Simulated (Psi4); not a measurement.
**CH3GeN (SMILES N#[C][GeH3]): a chain of runs**

Wanted: a series of 10 runs (PBE-D4/def2-SVP, PBE0-D4/def2-TZVP, PBE-D4/def2-TZVPP, r2SCAN-D4/def2-TZVPP, B3LYP-D4/def2-TZVPP, PBE0-D4/def2-TZVPP, wB97M-V/def2-TZVPP, CCSD(T)/def2-TZVPP, and more) of CH3GeN. 

The results are computed with Psi4 1.11.

**1. Starting point**

CH3GeN has 6 atoms, charge 0, and is taken as a singlet. SMILES: `N#[C][GeH3]`. The shape comes from GFN2-xTB, rattled, which is rough for such elements, and wasn't checked as a minimum. The run starts from this shape.

Bond lengths: N1–C2 1.159 Å, C2–Ge3 1.823 Å, Ge3–H4 1.527 Å, Ge3–H5 1.470 Å, Ge3–H6 1.478 Å. Angles: N1–C2–Ge3 174.0°, C2–Ge3–H4 105.7°, C2–Ge3–H5 109.7°, C2–Ge3–H6 109.6°, H4–Ge3–H5 110.4°, H4–Ge3–H6 111.2°, H5–Ge3–H6 110.0°.

**2. A geometry optimisation at PBE-D4/def2-SVP (density fitting) (run 1)**

File input.dat:

```
memory 3300 mb

molecule molecule1 {
  0 1
  N      0.617218    -2.188548     0.832428
  C      0.284769    -1.173746     0.383126
  Ge    -0.112297     0.505390    -0.205151
  H     -1.424831     0.374826    -0.975206
  H      0.956665     0.985480    -1.092463
  H     -0.257886     1.415314     0.950748
  units angstrom
  symmetry c1
}

set basis def2-SVP
set scf_type df
set geom_maxiter 60
set max_force_g_convergence 0.0005

e, wfn = optimize("pbe-d4", return_wfn=True)
```

Launch:

```sh
psi4 -i input.dat -o output.dat -n 2
```

output.dat:

```text
[...]
  Running in c1 symmetry.
[...]
  Nuclear repulsion =  155.954854281954141
[...]
  Multiplicity = 1
[...]
  Nalpha       = 24
  Nbeta        = 24
[...]
    Number of basis functions: 75
[...]
   @DF-RKS iter   1: -2169.30304891192191   -1.57933e+00   3.35934e-02 ADIIS/DIIS
[...]
   @DF-RKS iter   8: -2170.87150555754715   -1.81899e-12   2.01728e-09 DIIS
[...]
  @DF-RKS Final Energy: -2170.87150555754715
   => Energetics <=
    Nuclear Repulsion Energy =            149.4502420811041077
    One-Electron Energy =               -3317.4632857375518142
    Two-Electron Energy =                1089.0459904006697798
    DFT Exchange-Correlation Energy =     -91.9011536085807421
    Empirical Dispersion Energy =          -0.0032986931882399
    VV10 Nonlocal Energy =                  0.0000000000000000
    Total Energy =                      -2170.8715055575471524
[...]
 Multipole Moments:
 ------------------------------------------------------------------------------------
     Multipole            Electronic (a.u.)      Nuclear  (a.u.)        Total (a.u.)
 ------------------------------------------------------------------------------------
 L = 1.  Multiply by 2.5417464519 to convert [e a0] to [Debye]
 Dipole X            :         -1.0461997            0.7028130           -0.3433867
 Dipole Y            :          3.8893592           -2.6134736            1.2758856
 Dipole Z            :         -1.4706303            0.9881822           -0.4824481
 Magnitude           :                                                    1.4066110
[...]
  -Total Gradient:
     Atom            X                  Y                   Z
    ------   -----------------  -----------------  -----------------
       1        0.000024970702     0.000109237900     0.000011380090
       2       -0.000017065667    -0.000399475780     0.000045125804
       3        0.000128450457     0.000372464278    -0.000027735232
       4       -0.000059156825    -0.000033470669    -0.000015816112
       5       -0.000038712979    -0.000023378764    -0.000005195262
       6       -0.000042562303    -0.000016488412    -0.000009099210
[...]
```

Standard output:

```text
Optimizer: Optimization complete!
```

Run time: 4 min. Hardware: 2 threads of Intel Xeon at 2.50GHz (Skylake/Cascade Lake), shared host; peak memory 0.53 GiB.

The path in brief:

```tsv
step	energy from the first frame kept (eV)	largest force (eV/Å)
0	0.0000	1.8813
1	-0.2314	0.4249
2	-0.2378	0.1411
3	-0.2397	0.0549
4	-0.2403	0.0473
5	-0.2406	0.0207
```

After the run. Bond lengths: N1–C2 1.173 Å, C2–Ge3 1.934 Å, Ge3–H4 1.543 Å, Ge3–H5 1.543 Å, Ge3–H6 1.543 Å. Angles: N1–C2–Ge3 179.8°, C2–Ge3–H4 107.1°, C2–Ge3–H5 107.1°, C2–Ge3–H6 107.1°, H4–Ge3–H5 111.7°, H4–Ge3–H6 111.7°, H5–Ge3–H6 111.8°.

**3. A geometry optimisation at PBE0-D4/def2-TZVP (density fitting) (run 2)**

File job.dat:

```
memory 3300 mb

molecule {
  N      0.634816    -2.286378     0.848421
  C      0.346124    -1.223597     0.444332
  Ge    -0.125782     0.531288    -0.218058
  H     -1.454903     0.383038    -0.987674
  H      1.020332     0.991595    -1.142312
  H     -0.277439     1.454258     1.008750
  symmetry c1
}

set {
  basis                   def2-TZVP
  scf_type                df
  geom_maxiter            50
  max_force_g_convergence 0.0002
}

energy_value, wavefunction = optimize("pbe0-d4", return_wfn=True)
print_variables()
```

Launch:

```sh
psi4 -n 2 job.dat job.out
```

job.out:

```text
[...]
  Running in c1 symmetry.
[...]
  Nuclear repulsion =  149.450249419085026
[...]
  Multiplicity = 1
[...]
  Nalpha       = 24
  Nbeta        = 24
[...]
    Number of basis functions: 128
[...]
   @DF-RKS iter   1: -2169.59938275385366   -1.96485e+00   2.44523e-02 ADIIS/DIIS
[...]
   @DF-RKS iter   6: -2171.29826707908296   -2.27374e-12   9.72927e-09 DIIS
[...]
  @DF-RKS Final Energy: -2171.29826707908296
   => Energetics <=
    Nuclear Repulsion Energy =            150.8681246547730552
    One-Electron Energy =               -3321.3466127544820665
    Two-Electron Energy =                1068.6884103064305691
    DFT Exchange-Correlation Energy =     -69.5054069246122310
    Empirical Dispersion Energy =          -0.0027823611923916
    VV10 Nonlocal Energy =                  0.0000000000000000
    Total Energy =                      -2171.2982670790825068
[...]
 Multipole Moments:
 ------------------------------------------------------------------------------------
     Multipole            Electronic (a.u.)      Nuclear  (a.u.)        Total (a.u.)
 ------------------------------------------------------------------------------------
 L = 1.  Multiply by 2.5417464519 to convert [e a0] to [Debye]
 Dipole X            :         -1.0790844            0.7043074           -0.3747770
 Dipole Y            :          3.9951206           -2.6076502            1.3874704
 Dipole Z            :         -1.5120895            0.9869468           -0.5251427
 Magnitude           :                                                    1.5301330
[...]
  -Total Gradient:
     Atom            X                  Y                   Z
    ------   -----------------  -----------------  -----------------
       1        0.000023922543     0.000016780936     0.000022798851
       2       -0.000038048729    -0.000019529122    -0.000038094559
       3        0.000022392812    -0.000000822117     0.000017487678
       4       -0.000005701146     0.000006765438    -0.000004074312
       5       -0.000001727660     0.000002338633    -0.000006915115
       6       -0.000006143510     0.000004298588    -0.000000210013
[...]
```

On the terminal:

```text
Optimizer: Optimization complete!
```

Run time: 2.6 min. Hardware: 2 threads of Intel Xeon at 2.50GHz (Skylake/Cascade Lake), shared host; peak memory 0.83 GiB.

Steps, from the record of the run:

```tsv
step	energy from the first frame kept (eV)	largest force (eV/Å)
0	0.0000	2.5103
1	-0.0347	0.0465
2	-0.0348	0.0155
3	-0.0348	0.0029
```

After the run. Bond lengths: N1–C2 1.151 Å, C2–Ge3 1.924 Å, Ge3–H4 1.528 Å, Ge3–H5 1.528 Å, Ge3–H6 1.528 Å. Angles: N1–C2–Ge3 179.9°, C2–Ge3–H4 106.9°, C2–Ge3–H5 106.9°, C2–Ge3–H6 106.9°, H4–Ge3–H5 111.9°, H4–Ge3–H6 111.9°, H5–Ge3–H6 111.9°.

**4. Vibrational wavenumbers at PBE0-D4/def2-TZVP (density fitting) (run 3)**

File calc.dat:

```
memory 3300 mb

molecule {
  0 1
  N      0.628480    -2.262114     0.839007
  C      0.345670    -1.218680     0.443126
  Ge    -0.124680     0.526465    -0.216300
  H     -1.440951     0.373674    -0.977464
  H      1.014145     0.977137    -1.130204
  H     -0.272607     1.436139     1.002660
  symmetry c1
}

set {
  basis                      def2-TZVP
  scf_type                   df
  rotational_symmetry_number 3
}

freq("pbe0-d4")
print_variables()
```

Launch:

```sh
psi4 calc.dat calc.out -n 2
```

calc.out:

```text
Psi4 1.11 release

         ----------------------------------------------------------
                                   FINDIF
         ----------------------------------------------------------

[... 214 lines left out ...]
   @DF-RKS iter   4: -2171.24442337777282   -3.39672e-02   2.80576e-03 DIIS/ADIIS
[... 45 lines left out ...]
    Two-Electron Energy =                1068.6884425916182408
[... 247 lines left out ...]
   @DF-RKS iter   1: -2169.60129706649013   -1.90999e+00   2.44616e-02 DIIS/ADIIS
[... 23 lines left out ...]
  @DF-RKS Final Energy: -2171.29826645172079
[... 160 lines left out ...]
                           Total Energy        Delta E     RMS |[F,P]|
[... 13 lines left out ...]
  Energy and wave function converged.
[... 102 lines left out ...]
    Weights Tolerance      =       1.00E-15
[... 1 line left out ...]
  -Total Gradient:
     Atom            X                  Y                   Z
    ------   -----------------  -----------------  -----------------
       1        0.000022853809     0.000022054335     0.000021278112
       2       -0.000048389903     0.000006498059    -0.000052530814
       3        0.000136307635     0.000375836516     0.000177979697
       4       -0.000046509180    -0.000058364825    -0.000026674481
       5       -0.000094933945    -0.000105330138     0.000076099304
       6        0.000025327686    -0.000230787414    -0.000205167954

	total time  =         13 seconds =       0.22 minutes

    Psi4 run time: 0:01:07.36

[set-up sections that repeat, and orbital energies of the middle runs, are left out above]
```

Run time: 12 min. Hardware: 2 threads of Intel Xeon at 2.50GHz (Skylake/Cascade Lake), shared host.

The run was cut off at its time limit.

Runs 4 to 9 aren't shown in full; the table further down has their settings and results.

**5. The energy at MP2/def2-QZVPP (density fitting, density fitting for correlation) (run 10)**

File job.in:

```
memory 3300 MB

molecule molecule1 {
  0 1
  N      0.628480    -2.262114     0.839007
  C      0.345670    -1.218680     0.443126
  Ge    -0.124680     0.526465    -0.216300
  H     -1.440951     0.373674    -0.977464
  H      1.014145     0.977137    -1.130204
  H     -0.272607     1.436139     1.002660
  symmetry c1
}

set basis def2-QZVPP
set scf_type df
set num_frozen_docc 11

result = energy("mp2")
```

Launch:

```sh
psi4 -n 2 job.in job.out
```

job.out:

```text
[...]
  Running in c1 symmetry.
[...]
  Nuclear repulsion =  150.868140266515951
[...]
  Multiplicity = 1
[...]
  Nalpha       = 24
  Nbeta        = 24
[...]
    Number of basis functions: 293
[...]
   @DF-RHF iter   1: -2168.03068199393920   -3.17133e+00   1.07962e-02 ADIIS/DIIS
[...]
   @DF-RHF iter  11: -2169.50148661482581   -7.86713e-11   8.01676e-09 DIIS
[...]
    Orbital Energies [Eh]
    ---------------------
    Doubly Occupied:
       1A   -405.274309     2A    -52.181160     3A    -46.269048
       4A    -46.268447     5A    -46.268447     6A    -15.579406
       7A    -11.258587     8A     -7.225598     9A     -5.202226
      10A     -5.200428    11A     -5.200428    12A     -1.679458
      13A     -1.675960    14A     -1.675959    15A     -1.672496
      16A     -1.672496    17A     -1.219705    18A     -0.813629
      19A     -0.626516    20A     -0.540638    21A     -0.525609
      22A     -0.525593    23A     -0.469100    24A     -0.469097
[...]
  @DF-RHF Final Energy: -2169.50148661482581
   => Energetics <=
    Nuclear Repulsion Energy =            150.8681402665159510
    One-Electron Energy =               -3321.7505800639237350
    Two-Electron Energy =                1001.3809531825816066
    Total Energy =                      -2169.5014866148258079
[...]
 Multipole Moments:
 ------------------------------------------------------------------------------------
     Multipole            Electronic (a.u.)      Nuclear  (a.u.)        Total (a.u.)
 ------------------------------------------------------------------------------------
 L = 1.  Multiply by 2.5417464519 to convert [e a0] to [Debye]
 Dipole X            :         -1.1011122            0.7043080           -0.3968042
 Dipole Y            :          4.0764322           -2.6076490            1.4687832
 Dipole Z            :         -1.5429332            0.9869465           -0.5559867
 Magnitude           :                                                    1.6198453
[...]
```

Run time: 45 s. Hardware: 2 threads of Intel Xeon at 2.50GHz (Skylake/Cascade Lake), shared host; peak memory 0.84 GiB.

**6. The series**

```tsv
run	level	geom maxiter	max force g convergence	energy (Eh)	HOMO energy (eV)	LUMO energy (eV)	HOMO–LUMO gap (eV)	wall time
1	PBE-D4/def2-SVP (density fitting)	60	0.0005	-2170.871506	-8.17	-1.20	6.97	4 min
2	PBE0-D4/def2-TZVP (density fitting)	50	0.0002	-2171.298267	-9.71	-0.26	9.46	2.6 min
3	PBE0-D4/def2-TZVP (density fitting)	–	–	timeout	–	–	–	12 min
4	PBE-D4/def2-TZVPP (density fitting)	–	–	-2171.243056	-8.38	-1.24	7.14	74 s
5	r2SCAN-D4/def2-TZVPP (density fitting)	–	–	timeout	–	–	–	2 min
6	B3LYP-D4/def2-TZVPP (density fitting)	–	–	-2171.731810	-9.46	-0.50	8.96	1.8 min
7	PBE0-D4/def2-TZVPP (density fitting)	–	–	-2171.298945	-9.71	-0.26	9.46	1.8 min
8	wB97M-V/def2-TZVPP (density fitting)	–	–	timeout	–	–	–	2 min
9	CCSD(T)/def2-TZVPP (density fitting, density fitting for correlation)	–	–	timeout	–	–	–	6.6 min
10	MP2/def2-QZVPP (density fitting, density fitting for correlation)	–	–	-2170.383935	-12.76	2.44	15.21	45 s
```

**7. Summary of results**

```
                                                            quantity           value
                                run 10, MP2/def2-QZVPP: total energy  -2170.38394 Eh
         run 10, MP2/def2-QZVPP: HOMO energy (Hartree–Fock orbitals)       -12.76 eV
         run 10, MP2/def2-QZVPP: LUMO energy (Hartree–Fock orbitals)         2.44 eV
       run 10, MP2/def2-QZVPP: HOMO–LUMO gap (Hartree–Fock orbitals)        15.21 eV
run 10, MP2/def2-QZVPP: correlation energy (11 core orbitals frozen)      -882.4 mEh
```

**Reading.** Over runs 4, 6, 7 the dipole moment (its size) runs from 3.79 D (PBE-D4/def2-TZVPP) to 3.90 D (B3LYP-D4/def2-TZVPP). Over runs 4, 6, 7 the HOMO–LUMO gap runs from 7.14 eV (PBE-D4/def2-TZVPP) to 9.46 eV (PBE0-D4/def2-TZVPP). Totals of different functionals can't be ranked against each other. All runs together took 35 min, the longest 12 min. 4 of the 10 runs did not end normally.
